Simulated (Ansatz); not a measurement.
# C2H9BN2: one species, many methods

The task here is to estimate one member of a computed series from the others.

Program: Ansatz 0.2.0, Gaussian basis. Level of theory: functionals in def2-TZVPP, the program's frozen cores in correlated methods. These are calculated values, not measurements.

Plan: PBE-D4, r2SCAN-D4, PBE0-D4, B3LYP-D4, ωB97X-V, ωB97M-V, B2PLYP; CCSD(T)/def2-TZVPP; MP2/def2-QZVPP; extrapolation to the limit.

## Structure used throughout

The geometry comes from an earlier relaxation with PBE0-D4 in a triple-zeta def2 set; it is a stationary point, not always the lowest conformer.

SMILES `CNB(C)N`, 14 atoms, charge 0, spin multiplicity 1.

Atoms are counted from 1 here; the program's logs count them from 0.

Bond lengths: C1–N2 1.439 Å, C1–H6 1.097 Å, C1–H7 1.097 Å, C1–H8 1.090 Å, N2–B3 1.416 Å, N2–H9 1.007 Å, B3–C4 1.583 Å, B3–N5 1.418 Å, C4–H10 1.095 Å, C4–H11 1.095 Å, C4–H12 1.093 Å, N5–H13 1.005 Å, N5–H14 1.003 Å. Angles: N2–C1–H6 112.3°, N2–C1–H7 112.2°, N2–C1–H8 109.7°, H6–C1–H7 107.7°, H6–C1–H8 107.4°, H7–C1–H8 107.4°, C1–N2–B3 127.1°, C1–N2–H9 113.7°, B3–N2–H9 119.1°, N2–B3–C4 121.1°, N2–B3–N5 119.5°, C4–B3–N5 119.4°, B3–C4–H10 111.6°, B3–C4–H11 111.7°, B3–C4–H12 112.3°, H10–C4–H11 106.5°, H10–C4–H12 107.2°, H11–C4–H12 107.2° and more.

Set-up of the first run:

in.yaml

```yaml
crystal:
  periodic: [false, false, false]
  atoms:
    - {symbol: C, position_ang: [-1.461538, 1.243477, 0.257983]}
    - {symbol: N, position_ang: [-0.670119, 0.169086, 0.795570]}
    - {symbol: B, position_ang: [0.411829, -0.493707, 0.166607]}
    - {symbol: C, position_ang: [0.884409, -0.089853, -1.288731]}
    - {symbol: N, position_ang: [1.084645, -1.537780, 0.851507]}
    - {symbol: H, position_ang: [-1.391095, 2.154911, 0.863704]}
    - {symbol: H, position_ang: [-2.522377, 0.977710, 0.177980]}
    - {symbol: H, position_ang: [-1.111963, 1.491206, -0.744138]}
    - {symbol: H, position_ang: [-0.944857, -0.112386, 1.722578]}
    - {symbol: H, position_ang: [1.196137, 0.958451, -1.335717]}
    - {symbol: H, position_ang: [0.080553, -0.208888, -2.022171]}
    - {symbol: H, position_ang: [1.727744, -0.693387, -1.632832]}
    - {symbol: H, position_ang: [0.848974, -1.856127, 1.774663]}
    - {symbol: H, position_ang: [1.854661, -2.032011, 0.441697]}
basis:
  gaussian: {orbitals: def2-TZVPP}
hamiltonian: {xc: pbe, dispersion: d4}
output: {forces: true, orbitals: {seedname: orbitals}}
```

On the command line:

```
> ansatz run in.yaml --threads 4 --pin off --events-out ev --progress --plain --max-ram 10444MiB
```

Among the steps run: PBE-D4 (GGA); r2SCAN-D4 (meta-GGA); PBE0-D4 (hybrid); B3LYP-D4 (hybrid); ωB97X-V (range-separated); ωB97M-V (range-separated); B2PLYP (double hybrid); CCSD(T) in def2-TZVPP; MP2 in def2-QZVPP.

One of the session's tables, all rows but one given; the rest of the session is left out.

```
            method  atomisation energy (kJ/mol)
            PBE-D4                       5543.3
         r2SCAN-D4                       5429.5
           PBE0-D4                       5457.8
          B3LYP-D4                       5463.2
           ωB97X-V                       5444.6
           ωB97M-V                       5458.6
            B2PLYP                       5392.1
     HF/def2-TZVPP                       3980.6
    MP2/def2-TZVPP                       5338.7
   CCSD/def2-TZVPP                       5212.9
CCSD(T)/def2-TZVPP                       5280.4
           MP2/CBS                       5475.2
       CCSD(T)/CBS                            ?
```

Estimate the missing values for CCSD(T)/CBS.

As computed: atomisation energy (kJ/mol): 5417.0. In the column «atomisation energy (kJ/mol)» it lies between B2PLYP (5392.1) and r2SCAN-D4 (5429.5).
